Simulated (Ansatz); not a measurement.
# ClFGeH7NSi2: the cost of one run

Computed with Ansatz 0.2.0, Gaussian basis. Level: the settings change from run to run.

### 1 The molecule

The structure was relaxed beforehand with PBE0-D4 in a triple-zeta def2 set.

SMILES `[F][GeH]([Cl])[N]([SiH3])[SiH3]`, 13 atoms, charge 0, spin multiplicity 1.

Atoms are counted from 1 here; the program's logs count them from 0.

Bond lengths: F1–Ge2 1.730 Å, Ge2–Cl3 2.135 Å, Ge2–N4 1.810 Å, Ge2–H7 1.525 Å, N4–Si5 1.747 Å, N4–Si6 1.739 Å, Si5–H8 1.488 Å, Si5–H9 1.483 Å, Si5–H10 1.483 Å, Si6–H11 1.485 Å, Si6–H12 1.485 Å, Si6–H13 1.489 Å. Angles: F1–Ge2–Cl3 106.0°, F1–Ge2–N4 104.1°, F1–Ge2–H7 109.4°, Cl3–Ge2–N4 111.4°, Cl3–Ge2–H7 109.4°, N4–Ge2–H7 115.9°, Ge2–N4–Si5 120.5°, Ge2–N4–Si6 119.1°, Si5–N4–Si6 120.2°, N4–Si5–H8 105.3°, N4–Si5–H9 111.6°, N4–Si5–H10 111.4°, H8–Si5–H9 109.3°, H8–Si5–H10 109.6°, H9–Si5–H10 109.5°, N4–Si6–H11 110.6°, N4–Si6–H12 111.9°, N4–Si6–H13 106.7° and more.

### 2 B3LYP5/STO-3G

Input file in.yaml:

```yaml
crystal:
  periodic: [false, false, false]
  atoms:
    - {symbol: F, position_ang: [2.063480, 0.671243, 1.707920]}
    - {symbol: Ge, position_ang: [1.488615, 0.936637, 0.098314]}
    - {symbol: Cl, position_ang: [0.971994, 3.005379, -0.008787]}
    - {symbol: N, position_ang: [0.022747, -0.117564, -0.026789]}
    - {symbol: Si, position_ang: [-0.697722, -0.805993, 1.407965]}
    - {symbol: Si, position_ang: [-0.758572, -0.298383, -1.569991]}
    - {symbol: H, position_ang: [2.608270, 0.641093, -0.893597]}
    - {symbol: H, position_ang: [-1.965256, -1.435388, 0.948921]}
    - {symbol: H, position_ang: [0.174162, -1.841920, 2.012868]}
    - {symbol: H, position_ang: [-0.997322, 0.238688, 2.417127]}
    - {symbol: H, position_ang: [-0.939188, -1.735040, -1.899242]}
    - {symbol: H, position_ang: [-2.083977, 0.369822, -1.600959]}
    - {symbol: H, position_ang: [0.133268, 0.336527, -2.579050]}
basis:
  gaussian: {orbitals: STO-3G}
hamiltonian: {xc: {name: B3LYP5}}
output: {forces: true}
```

Command:

```sh
$ ansatz run in.yaml --threads 2 --pin off --events-out ev --progress --plain --max-ram 32768MiB --backend cpu
```

**Question.** How long does this run take on 2 threads of AMD EPYC 7R13, shared host, and how much memory does it need?

About 3.7 s, with a peak of 0.66 GiB.
